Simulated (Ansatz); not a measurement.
## LiZn3, space group P-6m2: a comparison of functionals at one structure

Computed with the Ansatz DFT code, driven from Python.

The script, `xc.py`:
```python
# -*- coding: utf-8 -*-
"""One structure of LiZn3 under several functionals."""

import logging
import sys

import ansatz as az

logging.basicConfig(stream=sys.stdout, format="%(name)s: %(message)s")
log = logging.getLogger("calc")
log.setLevel(logging.INFO)

config = {
    "cutoff": 420,
    "k_length": 27,
    "width_ev": 0.1,
}

lizn3 = (
    az.Lattice.of([2.79815671, 0.0, 0.0], [-1.39907836, 2.42327479, 0.0], [0.0, 0.0, 8.82694])
    .atom("Li", [0.0, 0.0, 0.0])
    .atom("Zn", [0.0, 0.0, 0.5])
    .atom("Zn", [2 / 3, 1 / 3, 0.249384])
    .atom("Zn", [2 / 3, 1 / 3, 0.750616])
)

base = (
    lizn3.calculation()
    .pseudopotentials("paw")
    .basis(config["cutoff"], xc_grid=3)
    .accuracy("low")
    .kpoints(length=config["k_length"])
    .occupations(az.OccupationsMethod.GAUSSIAN, width=config["width_ev"])
    .mixing("broyden", preconditioner="local_kerker")
    .forces()
    .stress()
)

rows = []
for value in ["blyp", "lda", "pbesol"]:
    r = base.functional(value).run(threads=1).report
    rows.append((value, r["free_energy_ev"] / len(r["lattice"]["sites"]), r["n_iterations"], sum(r["stress_gpa"][i][i] for i in range(3)) / 3, max(abs(f) for row in r["forces_ev_ang"] for f in row), r["n_kpoints"]))

log.info("  functional   F/atom (eV)    iterations       P (GPa)  max component (eV/A)      k-points")
for row in rows:
    log.info(f"{str(row[0]):>12s}  {row[1]:12.5f}  {row[2]:12d}  {row[3]:12.3f}  {row[4]:20.4f}  {row[5]:12d}")
```

Output of `python xc.py`:
```text
calc:   functional   F/atom (eV)    iterations       P (GPa)  max component (eV/A)      k-points
calc:         blyp   -2547.65349             8         4.096                0.3616            32
calc:          lda   -2485.15009             8        -6.686                0.0775            32
calc:       pbesol   -2511.48727             8        -3.816                0.0360            32
```

From lowest to highest: LDA (-6.7 GPa), PBEsol (-3.8 GPa) and BLYP (4.1 GPa). At a fixed cell a lower pressure usually means a smaller equilibrium volume, so LDA prefers the smallest cell and BLYP the largest.

Notes:
- BLYP can be off by several per cent in the lattices of metals, and by several GPa in the pressure at a fixed cell.
- For a metal this k-point mesh is coarse: on a finer one energies can move by several to tens of meV an atom and pressures by half a GPa or more, differences at one mesh by less.
- Pressure is positive in compression.
- The structure comes from a database of computed cells and needn't be a stable or known phase.
- Total energies of different functionals can't be compared; pressures, moments and gaps at this one structure can.
- Wall time of the script: 16 s on 1 thread of Arm Neoverse V1 (shared host), peak memory 0.38 GiB.
